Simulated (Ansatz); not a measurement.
**GeOF₃ radical: one species, many methods**

One table from this session's results is given with a row withheld; the runs are named, their logs left out.

The runs use Ansatz 0.2.0, Gaussian basis; functionals in def2-TZVPP, the program's frozen cores in correlated methods.

Levels to be run: LDA (SPW92), PBE-D4, revPBE-D4, BLYP-D4, r2SCAN-D4, B97M-V, PBE0-D4, B3LYP-D4, r2SCANh-D4, r2SCAN0-D4, HSE06-D4, BHLYP-D4, CAM-B3LYP-D4, LC-ωPBE, ωB97X-V, ωB97M-V, B2PLYP, PBE-QIDH; CCSD(T)/def2-SVP; CCSD(T)/def2-TZVPP; MP2/def2-QZVPP; extrapolation to the limit; RPA on PBE.

**The geometry**

All runs share one geometry, relaxed beforehand with PBE0-D4 in a triple-zeta def2 set.

SMILES `[O][Ge]([F])([F])[F]`, 5 atoms, charge 0, spin multiplicity 2.

Atoms are counted from 1 here; the program's logs count them from 0.

Bond lengths: O1–Ge2 1.770 Å, Ge2–F3 1.697 Å, Ge2–F4 1.697 Å, Ge2–F5 1.697 Å. Angles: O1–Ge2–F3 107.1°, O1–Ge2–F4 112.2°, O1–Ge2–F5 111.5°, F3–Ge2–F4 109.3°, F3–Ge2–F5 109.9°, F4–Ge2–F5 106.8°.

The first run:

File in.yaml:

```yaml
crystal:
  periodic: [false, false, false]
  atoms:
    - {symbol: O, position_ang: [-0.574372, 0.094574, 1.657496]}
    - {symbol: Ge, position_ang: [0.003896, -0.010421, -0.012442]}
    - {symbol: F, position_ang: [1.388555, -0.990954, -0.000172]}
    - {symbol: F, position_ang: [-1.154519, -0.688286, -1.051304]}
    - {symbol: F, position_ang: [0.386339, 1.521386, -0.634978]}
basis:
  gaussian: {orbitals: def2-TZVPP}
magnetization: {spin_polarized: true, initial_magnetization: 1}
hamiltonian: {xc: lda}
output: {orbitals: {seedname: orbitals}}
```

Steps of the session up to this table: LDA; PBE-D4 (GGA); revPBE-D4 (GGA); BLYP-D4 (GGA); r2SCAN-D4 (meta-GGA); B97M-V (meta-GGA); PBE0-D4 (hybrid); B3LYP-D4 (hybrid); r2SCANh-D4 (hybrid); r2SCAN0-D4 (hybrid); HSE06-D4 (hybrid); BHLYP-D4 (hybrid); CAM-B3LYP-D4 (range-separated); LC-ωPBE-D4 (range-separated; the results give it without D4); ωB97X-V (range-separated); ωB97M-V (range-separated); B2PLYP (double hybrid); PBE-QIDH (double hybrid).

One of the session's tables, all rows but one given; the rest of the session is left out.

It belongs to the step «Frontier levels by functional». 

| functional | HOMO (eV) | LUMO (eV) | gap (eV) |
| --- | --- | --- | --- |
| LDA (SPW92) | -8.80 | -8.66 | 0.15 |
| PBE-D4 | -8.67 | -7.84 | 0.83 |
| revPBE-D4 | -8.58 | -7.63 | 0.95 |
| BLYP-D4 | -8.61 | -7.85 | 0.75 |
| r2SCAN-D4 | -9.14 | -7.05 | 2.10 |
| B97M-V | -9.23 | -6.96 | 2.27 |
| PBE0-D4 | -10.61 | -5.94 | 4.68 |
| B3LYP-D4 | -10.34 | -6.57 | 3.77 |
| r2SCANh-D4 | -9.86 | -6.38 | 3.48 |
| r2SCAN0-D4 | -10.93 | -5.39 | 5.54 |
| HSE06-D4 | -10.19 | -6.34 | 3.85 |
| BHLYP-D4 | -12.49 | -4.19 | 8.29 |
| CAM-B3LYP-D4 | -12.22 | -4.86 | 7.36 |
| LC-ωPBE | -13.62 | -3.27 | 10.35 |
| ωB97X-V | ? | ? | ? |
| ωB97M-V | -13.11 | -3.66 | 9.45 |

**Question.** Estimate the row for ωB97X-V.

As computed: HOMO (eV): -13.21; LUMO (eV): -3.64; gap (eV): 9.57. In the column «HOMO (eV)» it lies between LC-ωPBE (-13.62) and ωB97M-V (-13.11).
